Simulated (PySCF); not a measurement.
# C6H14Se: the cost of one run

The runs use PySCF 2.14.0, with density-fitted response routines of our own; the level of theory stands in each step. All values are computed, except where a source is named. Atoms are numbered from 0 throughout.

### Step 1. Starting geometry

21 atoms, charge 0, multiplicity 1; geometry from: GFN2-xTB. The atoms were then displaced at random by about 0.01 Å, so the start is not that level's minimum.

Bonds of the start (Å): C0–Se1 1.98, Se1–C2 1.98, C2–C3 1.47, C3–C4 1.55, C3–C5 1.55, C3–C6 1.53, C0–H7 1.06, C0–H8 1.12, C0–H9 1.07, C2–H10 1.11, C2–H11 1.10, C4–H12 1.11, C4–H13 1.07, C4–H14 1.09, C5–H15 1.10, C5–H16 1.08, C5–H17 1.09, C6–H18 1.10, C6–H19 1.09, C6–H20 1.08.

### Step 2. Geometry optimisation at PBE0-D3(BJ)/def2-SVP

The job: settings as JSON, then the geometry in Å.

```
{"job": {"xc": "PBE0", "basis": "def2-SVP", "d3": "d3bj", "grid": 1, "shake": 0.01, "kind": "geom"}, "charge": 0, "multiplicity": 1}
C      3.467310    -0.133060     0.039100
Se     1.857030     0.231540    -1.045890
C      0.544770    -0.126310     0.394600
C     -0.866440     0.033560    -0.003340
C     -1.244110    -0.950110    -1.136710
C     -1.764700    -0.277220     1.227160
C     -1.159570     1.460560    -0.462410
H      3.437660    -1.127720     0.390710
H      3.471730     0.594840     0.888760
H      4.311540     0.039310    -0.591470
H      0.809040     0.565140     1.219780
H      0.771840    -1.144420     0.744050
H     -2.316300    -0.840680    -1.415470
H     -0.645080    -0.725680    -1.994500
H     -1.059030    -1.980830    -0.818100
H     -1.534880     0.416710     2.051830
H     -1.582910    -1.287530     1.573220
H     -2.824270    -0.176780     0.987710
H     -2.217360     1.576820    -0.731000
H     -0.954310     2.181490     0.329100
H     -0.573130     1.692670    -1.344280
```

Run with:

```bash
> OMP_NUM_THREADS=1 python probes_run.py task.json out
```

This one command runs all jobs of the session in turn.

**Question.** How long does this first job take on 1 thread of Arm Neoverse V1, shared host, and how much memory does it need?

About 95 s, with a peak of 0.8 GiB.
